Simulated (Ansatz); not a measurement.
I need a relaxation followed by a look at the electronic structure of AlAg, space group P-6m2. Use Ansatz 0.2.0 through its Python package. Use (first run): r2SCAN, PAW, the default cutoff (500 eV here), 8×8×5 k-points, Fermi-Dirac smearing of 0.1 eV.

```
CELL_PARAMETERS angstrom
2.92639 0.00000 0.00000
-1.46319 2.53433 0.00000
0.00000 0.00000 4.42760
ATOMIC_POSITIONS crystal
Al 0.00000 0.00000 0.50000
Ag 0.66667 0.33333 0.00000
```

The script, `pipeline.py`:
```python
'''From the given cell of AlAg to a relaxed cell, its gap and its density of states.'''

import warnings

import ansatz as az
import numpy as np
from pymatgen.core import Lattice, Structure
from pymatgen.io.ase import AseAtomsAdaptor


def count_gap(report):
    # lowest empty less highest filled band, counting bands; zero where they overlap
    return max(report.get('gap_by_band_count_ev') or 0.0, 0.0)


def setup_for(crystal, spacing):
    return (
        crystal.calculation()
        .functional('r2scan')
        .occupations('Fermi-Dirac')
        .kpoints(spacing=spacing)
    )


def main() -> None:
    warnings.simplefilter('ignore', az.DeckWarning)

    pmg_structure = Structure(
        Lattice([(2.926387, 0.0, 0.0), (-1.463193, 2.534325, 0.0), (0.0, 0.0, 4.427604)]),
        ['Al', 'Ag'],
        [
            (0.0, 0.0, 0.5),
            (2 / 3, 1 / 3, 0.0),
        ],
    )
    alag = az.Crystal.from_ase(AseAtomsAdaptor.get_atoms(pmg_structure))

    relaxed = setup_for(alag, 0.34).relax(cell=True, force_tolerance=0.01, max_steps=40).checkpoint(write='relax.run').run()
    cell = np.asarray(relaxed.lattice.cell_ang)
    print('relaxed edges (A):', np.linalg.norm(cell, axis=1).round(4), ' volume:', round(abs(np.linalg.det(cell)), 3), 'A^3')
    for site in relaxed.lattice.sites:
        print(' ', site.symbol, np.round(site.position_frac, 4) + 0.0)

    final = az.Crystal.from_checkpoint('relax.run')
    done = setup_for(final, 0.26).functional('r2scan').stress().band_table().density_of_states(energy_step=0.05).run()
    rep = done.report
    dos = done.density_of_states()
    print(f'pressure at the relaxed cell {np.trace(rep["stress_gpa"]) / 3:.3f} GPa, gap by band count {count_gap(rep):.3f} eV')
    if count_gap(rep) == 0:
        print('states/eV at the Fermi level:', round(float(np.interp(dos.fermi_ev, dos.energies_ev, dos.spin_summed_g_bin_mean_per_ev)), 3))


if __name__ == '__main__':
    main()
```

```console
$ python pipeline.py
relaxed edges (A): [2.9229 2.9229 4.4522]  volume: 32.942 A^3
  Al [0.  0.  0.5]
  Ag [0.6667 0.3333 0.    ]
pressure at the relaxed cell -0.432 GPa, gap by band count 0.000 eV
states/eV at the Fermi level: 0.331
```

Caveats:
- For a metal this k-point mesh is coarse: on a finer one energies can move by several to tens of meV an atom and pressures by half a GPa or more, differences at one mesh by less.
- Only differences from the Fermi energy are physical; the zero of the scale is a convention.
- A gap by band count of zero or less means overlapping bands, a metal.
- The structure comes from a database of computed cells and needn't be a stable or known phase.
- Gaps and levels are Kohn-Sham values on a finite set of k-points, without spin-orbit coupling.
- Where the second run takes another functional or mesh than the relaxation, its pressure isn't zero; pressure is positive in compression.
- The computed bands are complete only to about 3.6 eV above the Fermi level; beyond that the density of states is undercounted.
- Wall time of the script: 23 s on 1 thread of Arm Neoverse V1, with other jobs on the host, peak memory 0.55 GiB.
